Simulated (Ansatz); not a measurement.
# FGeH3: the cost of one run

The runs use Ansatz 0.2.0, Gaussian basis; PBE0-D4, def2-SVP first, then def2-TZVP.

153 further runs of the same task are left out: 1 that didn't finish, 152 set aside as unsound or not needed.

### 1 The starting structure

The guess: 5 atoms, charge 0, spin multiplicity 1.

Atoms are counted from 1 here; the program's logs count them from 0.

Bond lengths: Ge1–H2 1.669 Å, Ge1–H4 1.632 Å, Ge1–H5 1.831 Å. Angles: H2–Ge1–H4 81.6°, H2–Ge1–H5 37.3°, H4–Ge1–H5 84.4°.

Geometry (Å):

```xyz
5

Ge   -0.87930   -0.58760   -0.28140
H     0.62130   -0.09310    0.25710
F     1.29190   -0.22690   -0.73160
H    -1.07630    1.02110   -0.47180
H     0.04240   -0.11350    1.22770
```

Distances that are to change: Ge1–H2 1.67 Å, Ge1–F3 2.25 Å, H2–F3 1.20 Å.

### 2 Constrained relaxation of the guess

The input, hold/in.yaml:

```yaml
crystal:
  periodic: [false, false, false]
  atoms:
    - {symbol: Ge, position_ang: [-0.879300, -0.587600, -0.281400]}
    - {symbol: H, position_ang: [0.621300, -0.093100, 0.257100]}
    - {symbol: F, position_ang: [1.291900, -0.226900, -0.731600]}
    - {symbol: H, position_ang: [-1.076300, 1.021100, -0.471800]}
    - {symbol: H, position_ang: [0.042400, -0.113500, 1.227700]}
basis:
  gaussian: {orbitals: def2-SVP}
hamiltonian: {xc: pbe0, dispersion: d4}
relax: {f_tol: 0.08, max_steps: 120, escape_saddle: false, constraints: [{distance: [0, 1]}, {distance: [0, 2]}, {distance: [1, 2]}]}
```

Started as:

```sh
ansatz run in.yaml --threads 2 --pin off --events-out ev --progress --plain --max-ram 4352MiB
```

**Question.** How long does this run take on 2 threads of Arm Neoverse V2, shared host?

About 3.8 s.
